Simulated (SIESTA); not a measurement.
## SbS2 in SIESTA: the effect of basis

SbS2:

```
Sb S
1.0
    -3.03071    3.03071    5.79760
     3.03071   -3.03071    5.79760
     3.03071    3.03071   -5.79760
Sb S
2 4
Direct
  0.00000 0.00000 0.00000
  0.75000 0.25000 0.50000
  0.64903 0.12500 0.02403
  0.37500 0.35097 0.47597
  0.10097 0.62500 0.97597
  0.87500 0.89903 0.52403
```

The cell comes from a database or a generator and needn't be the stable form of this composition.

Alike in all runs:

```yaml
Program: SIESTA 5.4.2
Task: band structure
Functional: PBEsol
Potentials_or_basis: PseudoDojo 0.4 standard (PBEsol files)
Grid_cutoff: 500 Ry
Energy_shift: 0.003 Ry
k_mesh: 6 × 6 × 6
Occupations: fermi-dirac, width 0.05 eV
Spin: no spin polarisation
```

| basis | pressure (GPa) | largest force (eV/Å) |
| --- | --- | --- |
| SZ | ? | ? |
| SZP | 2.4 | 0.85 |
| DZ | 2.6 | 0.51 |
| DZP | 0.0 | 0.21 |
| TZP | -0.3 | 0.13 |
| TZDP | -0.1 | 0.12 |

Question: What does the run with basis SZ give?

Answer: Pressure 8.0 GPa; largest force 1.74 eV/Å.

Caveats: the basis of atomic orbitals isn't converged, which shifts pressures, moduli and gaps; the basis has no polarisation orbitals (some runs); forces of over 1 eV/Å show positions far from the minimum, so gaps and moduli don't describe the material at rest (some runs).
